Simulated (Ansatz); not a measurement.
# GaO: the cost of one run

Program: Ansatz 0.2.0. Level of theory: the levels named in each step. These are calculated values, not measurements.

## (1) Starting point

Bond lengths: O1–Ga2 1.647 Å.

As a file:

```xyz
2

O     0.0000    0.0000    0.0000
Ga    0.0000    0.0000    1.6467
```

## (2) A rough first relaxation, PBE-D4/def2-SVPD

input.yaml reads:

```yaml
crystal:
  periodic: [false, false, false]
  atoms:
    - { symbol: O, position_ang: [0.0, 0.0, 0.0] }
    - { symbol: Ga, position_ang: [0.0, 0.0, 1.64674] }
magnetization:
  spin_polarized: true
  initial_magnetization: 2
total_charge: -1
basis:
  gaussian: { orbitals: def2-SVPD }
hamiltonian:
  xc: pbe
  dispersion: d4
relax:
  f_tol: 0.03
  max_steps: 200
```

On the command line:

```sh
$ ansatz run input.yaml --threads 2 --pin off --max-ram 5120MiB --backend cpu --events-out ev --progress --plain --runs-dir out
```

Q: Estimate wall time and peak memory on 2 threads of Arm Neoverse V2, shared host.

About 13 s, with a peak of 0.12 GiB.
